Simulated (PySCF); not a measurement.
# C3H10OSn: NMR shieldings

Aim: compute the NMR shieldings of C3H10OSn (`[CH3][Sn]([CH3])([CH3])[OH]`).

Computed with PySCF 2.14.0 and routines of our own; the level stands in each step. Atoms count from 0.

### Step 1. The system as given

15 atoms, charge 0, multiplicity 1; geometry from: GFN2-xTB.

### Step 2. Geometry optimisation at PBE0-D3(BJ)/def2-SVP

What the job is given:

```
{"job": {"xc": "PBE0", "basis": "def2-SVP", "d3": "d3bj", "grid": 1, "maxiter": 30, "shake": 0.03, "kind": "geom"}, "charge": 0, "multiplicity": 1}
Sn     0.034840    -0.033180     0.192850
O     -0.085800     0.124220     2.168290
H      0.341240    -0.552670     2.619830
C      2.202220     0.027270    -0.389190
H      2.205000     0.124370    -1.480230
H      2.544630    -0.906070    -0.093290
H      2.644780     0.825040     0.127130
C     -1.045450     1.896770    -0.336640
H     -1.263260     1.961450    -1.332970
H     -0.519520     2.728340     0.034450
H     -2.072190     1.880760     0.218450
C     -1.069170    -1.804240    -0.339740
H     -2.131810    -1.797280     0.114220
H     -0.559040    -2.663580    -0.029880
H     -1.259250    -1.887330    -1.429280
```

Started as:

```console
$ OMP_NUM_THREADS=1 python heavy_run.py task.json out
```

One launch serves the whole session: the jobs run in the order shown.

What it wrote:

```text
step   0  E = -409.47566883  max force = 0.072154
step   1  E = -409.50154480  max force = 0.009297
step   2  E = -409.50319843  max force = 0.008071
step   3  E = -409.50378671  max force = 0.001811
step   4  E = -409.50388551  max force = 0.001293
step   5  E = -409.50391951  max force = 0.000809
step   6  E = -409.50394072  max force = 0.000604
step   7  E = -409.50394516  max force = 0.000277
optimisation converged
```

It took 69 s on 1 thread of Arm Neoverse V1, shared host; peak memory 0.49 GiB.

Along the way:

| step | energy from step 0 (eV) | largest force component (eV/Å) |
| --- | --- | --- |
| 0 | 0.0000 | 3.7103 |
| 1 | -0.7041 | 0.4781 |
| 2 | -0.7491 | 0.4150 |
| 3 | -0.7651 | 0.0931 |
| 4 | -0.7678 | 0.0665 |
| 5 | -0.7687 | 0.0416 |
| 6 | -0.7693 | 0.0311 |
| 7 | -0.7694 | 0.0142 |

Distances of close pairs at the start and the end, largest changes first:

```csv
bond,before (Å),after (Å),change (Å)
Sn0–C7,2.274,2.139,-0.135
Sn0–C3,2.245,2.152,-0.093
C7–H8,1.022,1.100,+0.078
C7–H10,1.167,1.099,-0.068
C3–H5,1.037,1.099,+0.062
C11–H12,1.156,1.099,-0.056
C11–H13,1.046,1.100,+0.053
C3–H6,1.048,1.099,+0.051
```

The end geometry stands in the next job.

```csv
at the end point,value
point group (found at 0.08 Å tolerance),C1
"rotational constants (GHz, main isotopes)","2.567, 2.543, 2.379"
dipole moment (D),2.12
```

### Step 3. NMR shieldings: PBE0/pcSseg-1 Sn:us-x2c-TZVPall-2c, spin–orbit

What the job is given:

```
{"job": {"kind": "hnmr", "xc": "PBE0", "basis": {"default": "pcSseg-1", "Sn": "us-x2c-TZVPall-2c"}, "rel": "so"}, "charge": 0, "multiplicity": 1}
Sn    -0.020263     0.029419     0.264190
O     -0.023328     0.123876     2.264422
H      0.441396    -0.614521     2.671625
C      2.023421     0.013402    -0.410105
H      2.061998     0.140124    -1.502146
H      2.514982    -0.934686    -0.148584
H      2.573024     0.841271     0.060470
C     -1.050945     1.821269    -0.287066
H     -1.212624     1.854114    -1.374232
H     -0.460080     2.698152     0.012581
H     -2.024857     1.858947     0.220425
C     -1.072988    -1.744311    -0.348393
H     -2.069481    -1.766007     0.114979
H     -0.521407    -2.648092    -0.051959
H     -1.191629    -1.749086    -1.442208
```

Method: PBE0/pcSseg-1 Sn:us-x2c-TZVPall-2c GIAO NMR shielding, X2C with spin-orbit coupling, screened-nuclear two-electron part, Gaussian nuclei, gas phase.

What it wrote:

```text
spin-free SCF
coarse grid: 53472 points
cycle   1  E = -6371.4681921675  dE = -1.858e-01  |g| = 9.027e-01  |ddm| = 1.669e+02
cycle   2  E = -6371.1605497453  dE =  3.076e-01  |g| = 1.522e+00  |ddm| = 2.081e+00
cycle   3  E = -6371.6192278872  dE = -4.587e-01  |g| = 2.175e-01  |ddm| = 1.596e+00
cycle   4  E = -6371.6292415433  dE = -1.001e-02  |g| = 6.414e-02  |ddm| = 2.136e-01
cycle   5  E = -6371.6302055868  dE = -9.640e-04  |g| = 1.342e-02  |ddm| = 5.147e-02
cycle   6  E = -6371.6302267757  dE = -2.119e-05  |g| = 3.275e-03  |ddm| = 1.364e-02
cycle   7  E = -6371.6302281810  dE = -1.405e-06  |g| = 5.270e-04  |ddm| = 2.668e-03
final grid: 112600 points
cycle   8  E = -6371.6285559465  dE = -7.250e-07  |g| = 1.273e-03  |ddm| = 1.409e-03
cycle   9  E = -6371.6285558679  dE =  7.861e-08  |g| = 8.487e-04  |ddm| = 1.174e-03
cycle  10  E = -6371.6285559503  dE = -8.243e-08  |g| = 5.792e-04  |ddm| = 1.105e-03
cycle  11  E = -6371.6285560126  dE = -6.225e-08  |g| = 1.150e-04  |ddm| = 4.547e-04
cycle  12  E = -6371.6285560152  dE = -2.592e-09  |g| = 1.264e-05  |ddm| = 9.374e-05
converged SCF energy = -6371.6285560152
two-component SCF
cycle   1  E = -6370.9804792738  dE = -6.371e+03  |FDS-SDF| = 4.462e+01
cycle   2  E = -6372.4555806616  dE = -1.475e+00  |FDS-SDF| = 3.220e-01
cycle   3  E = -6372.4560069897  dE = -4.263e-04  |FDS-SDF| = 8.627e-03
cycle   4  E = -6372.4560116794  dE = -4.690e-06  |FDS-SDF| = 3.998e-03
cycle   5  E = -6372.4560124044  dE = -7.250e-07  |FDS-SDF| = 1.202e-03
cycle   6  E = -6372.4560125631  dE = -1.587e-07  |FDS-SDF| = 4.184e-04
cycle   7  E = -6372.4560125947  dE = -3.151e-08  |FDS-SDF| = 1.717e-04
cycle   8  E = -6372.4560126006  dE = -5.924e-09  |FDS-SDF| = 2.943e-05
converged, E = -6372.4560126006

Field gradients (au) and densities at the nuclei (bohr^-3)
atom        Vxx        Vyy        Vzz        centre      nuclear mean
  0 Sn    -1.0362    -1.2437     2.2799     174464.372     173253.914
  1 O     -0.0562    -1.4027     1.4589        282.320        282.319
  2 H     -0.2276    -0.2621     0.4897          0.364          0.364
  3 C      0.0012     0.0067    -0.0079        114.450        114.450
  4 H     -0.1459    -0.1549     0.3008          0.374          0.374
  5 H     -0.1462    -0.1555     0.3017          0.374          0.374
  6 H     -0.1450    -0.1554     0.3004          0.373          0.373
  7 C      0.0015     0.0132    -0.0147        114.443        114.443
  8 H     -0.1464    -0.1547     0.3012          0.374          0.374
  9 H     -0.1463    -0.1548     0.3011          0.373          0.373
 10 H     -0.1462    -0.1550     0.3012          0.373          0.373
 11 C      0.0016     0.0070    -0.0086        114.450        114.450
 12 H     -0.1454    -0.1556     0.3010          0.373          0.373
 13 H     -0.1462    -0.1555     0.3017          0.374          0.374
 14 H     -0.1458    -0.1547     0.3004          0.374          0.374
without picture change
  0 Sn                           2.5009                    356110.288

Core orbital energies (eV)
atom   shell        mean    spread
  0 Sn 1s       -29053.525   0.000
  0 Sn 2s        -4408.837   0.000
  0 Sn 3s         -860.488   0.000
  0 Sn 4s         -139.962   0.000
  0 Sn 2p1/2     -4114.976   0.000
  0 Sn 2p3/2     -3884.802   0.008
  0 Sn 3p1/2      -740.932   0.000
  0 Sn 3p3/2      -698.447   0.026
  0 Sn 4p1/2       -99.720   0.000
  0 Sn 4p3/2       -92.057   0.045
  0 Sn 3d3/2      -487.638   0.027
  0 Sn 3d5/2      -479.032   0.036
  0 Sn 4d3/2       -28.712   0.073
  0 Sn 4d5/2       -27.660   0.123

Shielding tensors (ppm)
atom      isotropic    diamagn.    paramagn.     s11        s22        s33       span
  0 Sn     3232.28     4743.57    -1511.30    3196.88    3213.78    3286.17      89.29
  1 O       336.03      388.33      -52.30     308.95     333.27     365.87      56.92
  2 H        31.88       32.28       -0.40      21.63      26.86      47.16      25.53
  3 C       187.42      253.64      -66.22     175.82     190.80     195.63      19.81
  4 H        31.12       30.91        0.21      25.28      28.11      39.98      14.70
  5 H        30.97       30.64        0.32      25.16      28.26      39.48      14.32
  6 H        30.86       30.24        0.62      25.05      28.01      39.53      14.48
  7 C       189.96      252.58      -62.63     177.78     195.16     196.93      19.15
  8 H        31.29       30.55        0.73      25.38      28.18      40.30      14.92
  9 H        30.76       29.85        0.91      24.64      28.03      39.62      14.98
 10 H        30.75       29.71        1.04      24.71      27.89      39.66      14.95
 11 C       187.38      253.59      -66.21     175.49     191.14     195.51      20.02
 12 H        30.83       30.20        0.64      25.00      28.01      39.50      14.49
 13 H        30.97       30.59        0.37      25.18      28.23      39.50      14.32
 14 H        31.15       30.91        0.25      25.31      28.14      40.01      14.70
```

Run time: 2.6 min. Hardware: 1 thread of Arm Neoverse V1, shared host; peak memory 1.4 GiB.

Key values:

```csv
quantity,value
energy from spin-orbit coupling,-0.8275 Eh
```

### Step 4. NMR shieldings: PBE0/pcSseg-1 Sn:us-x2c-TZVPall-2c, spin-free

Settings changed since step 3:

```diff
@@ -1,2 +1,2 @@
-{"job": {"kind": "hnmr", "xc": "PBE0", "basis": {"default": "pcSseg-1", "Sn": "us-x2c-TZVPall-2c"}, "rel": "so"}, "charge": 0, "multiplicity": 1}
+{"job": {"kind": "hnmr", "xc": "PBE0", "basis": {"default": "pcSseg-1", "Sn": "us-x2c-TZVPall-2c"}, "rel": "sf"}, "charge": 0, "multiplicity": 1}
 Sn    -0.020263     0.029419     0.264190
```

With the program's defaults for keys left out, this is: PBE0/pcSseg-1 Sn:us-x2c-TZVPall-2c GIAO NMR shielding, spin-free X2C, Gaussian nuclei, gas phase.

What it wrote:

```text
spin-free SCF
coarse grid: 53472 points
cycle   1  E = -6371.4681921675  dE = -1.858e-01  |g| = 9.027e-01  |ddm| = 1.669e+02
cycle   2  E = -6371.1605497453  dE =  3.076e-01  |g| = 1.522e+00  |ddm| = 2.081e+00
cycle   3  E = -6371.6192278872  dE = -4.587e-01  |g| = 2.175e-01  |ddm| = 1.596e+00
cycle   4  E = -6371.6292415433  dE = -1.001e-02  |g| = 6.414e-02  |ddm| = 2.136e-01
cycle   5  E = -6371.6302055868  dE = -9.640e-04  |g| = 1.342e-02  |ddm| = 5.147e-02
cycle   6  E = -6371.6302267757  dE = -2.119e-05  |g| = 3.275e-03  |ddm| = 1.364e-02
cycle   7  E = -6371.6302281810  dE = -1.405e-06  |g| = 5.270e-04  |ddm| = 2.668e-03
final grid: 112600 points
cycle   8  E = -6371.6285559465  dE = -7.250e-07  |g| = 1.273e-03  |ddm| = 1.409e-03
cycle   9  E = -6371.6285558679  dE =  7.861e-08  |g| = 8.487e-04  |ddm| = 1.174e-03
cycle  10  E = -6371.6285559503  dE = -8.243e-08  |g| = 5.792e-04  |ddm| = 1.105e-03
cycle  11  E = -6371.6285560126  dE = -6.225e-08  |g| = 1.150e-04  |ddm| = 4.547e-04
cycle  12  E = -6371.6285560152  dE = -2.592e-09  |g| = 1.264e-05  |ddm| = 9.374e-05
converged SCF energy = -6371.6285560152
check of the scalar solution
cycle   1  E = -6371.6285560151  dE = -6.372e+03  |FDS-SDF| = 4.054e+00
cycle   2  E = -6371.6294062756  dE = -8.503e-04  |FDS-SDF| = 2.350e-03
cycle   3  E = -6371.6294062762  dE = -6.639e-10  |FDS-SDF| = 8.368e-05
converged, E = -6371.6294062762

Field gradients (au) and densities at the nuclei (bohr^-3)
atom        Vxx        Vyy        Vzz        centre      nuclear mean
  0 Sn    -1.0337    -1.2404     2.2741     174363.861     173153.404
  1 O     -0.0570    -1.4018     1.4588        282.319        282.319
  2 H     -0.2276    -0.2620     0.4897          0.364          0.364
  3 C      0.0006     0.0070    -0.0077        114.450        114.450
  4 H     -0.1459    -0.1549     0.3008          0.374          0.374
  5 H     -0.1462    -0.1556     0.3017          0.374          0.374
  6 H     -0.1450    -0.1554     0.3004          0.373          0.373
  7 C      0.0018     0.0126    -0.0144        114.443        114.443
  8 H     -0.1464    -0.1547     0.3012          0.374          0.374
  9 H     -0.1463    -0.1548     0.3011          0.373          0.373
 10 H     -0.1462    -0.1550     0.3012          0.373          0.373
 11 C      0.0010     0.0073    -0.0083        114.450        114.450
 12 H     -0.1454    -0.1556     0.3010          0.373          0.373
 13 H     -0.1462    -0.1555     0.3017          0.374          0.374
 14 H     -0.1458    -0.1547     0.3005          0.374          0.374
without picture change
  0 Sn                           2.4993                    356122.683

Core orbital energies (eV)
atom   shell        mean    spread
  0 Sn 1s       -29055.050   0.000
  0 Sn 2s        -4409.139   0.000
  0 Sn 3s         -860.559   0.000
  0 Sn 4s         -139.978   0.000
  0 Sn 2p        -3958.787   0.012
  0 Sn 3p         -712.134   0.039
  0 Sn 4p          -94.522   0.070
  0 Sn 3d         -482.503   0.040
  0 Sn 4d          -28.085   0.219

Shielding tensors (ppm)
atom      isotropic    diamagn.    paramagn.     s11        s22        s33       span
  0 Sn     2396.57     5140.69    -2744.12    2340.12    2352.58    2497.00     156.87
  1 O       329.47      387.99      -58.52     303.28     324.68     360.44      57.16
  2 H        31.90       32.28       -0.37      21.63      26.94      47.14      25.50
  3 C       188.11      253.20      -65.08     180.13     188.79     195.43      15.30
  4 H        31.22       30.90        0.32      25.58      28.12      39.98      14.40
  5 H        31.07       30.63        0.43      25.45      28.26      39.50      14.05
  6 H        30.95       30.24        0.72      25.31      28.02      39.53      14.22
  7 C       190.86      252.15      -61.29     182.63     193.53     196.41      13.79
  8 H        31.40       30.55        0.85      25.71      28.19      40.30      14.59
  9 H        30.86       29.84        1.02      24.95      28.00      39.63      14.69
 10 H        30.85       29.71        1.14      25.00      27.89      39.66      14.66
 11 C       188.09      253.15      -65.06     179.86     189.12     195.28      15.43
 12 H        30.93       30.19        0.74      25.27      28.01      39.50      14.23
 13 H        31.07       30.58        0.49      25.46      28.23      39.52      14.05
 14 H        31.25       30.90        0.35      25.60      28.14      40.00      14.40
```

It took 58 s on 1 thread of Arm Neoverse V1, shared host; peak memory 1.2 GiB.

### Step 5. Shieldings side by side

| run | Sn0 | O1 | C7 | C11 | C3 | H8 | H5 | time |
| --- | --- | --- | --- | --- | --- | --- | --- | --- |
| step 3, PBE0/pcSseg-1 Sn:us-x2c-TZVPall-2c, spin–orbit | 3232.3 | 336.0 | 190.0 | 187.4 | 187.4 | 31.3 | 31.0 | 2.6 min |
| step 4, PBE0/pcSseg-1 Sn:us-x2c-TZVPall-2c, spin-free | 2396.6 | 329.5 | 190.9 | 188.1 | 188.1 | 31.4 | 31.1 | 58 s |

### Step 6. Summary of results

| quantity | value |
| --- | --- |
| point group | C1 |
| rotational constants (main isotopes) | 2.57, 2.54, 2.38 GHz |
| energy from spin-orbit coupling (step 3, PBE0/pcSseg-1 Sn:us-x2c-TZVPall-2c, spin–orbit) | -0.8275 Eh |
| shieldings (step 3, PBE0/pcSseg-1 Sn:us-x2c-TZVPall-2c, spin–orbit) | Sn0 3232.3, O1 336.0, C3 187.4, C7 190.0, C11 187.4 ppm |
| shieldings (step 4, PBE0/pcSseg-1 Sn:us-x2c-TZVPall-2c, spin-free) | Sn0 2396.6, O1 329.5, C3 188.1, C7 190.9, C11 188.1 ppm |

What this shows: The start was shaken at random, so part of the energy gained undoes that. Relaxing lowered the energy by 0.769 eV in 7 steps; the close pair that moved most is Sn0–C7, from 2.274 to 2.139 Å. No frequency check was run at this level, so the end point may be a saddle. A contracted two-component basis is stiff near heavy nuclei, so the absolute shieldings of the heavy atoms from it are rough. In step 3, Sn0 has the widest tensor, 89 ppm. Sn0 moves most between the runs, by 836 ppm; the labels say what changes from run to run.
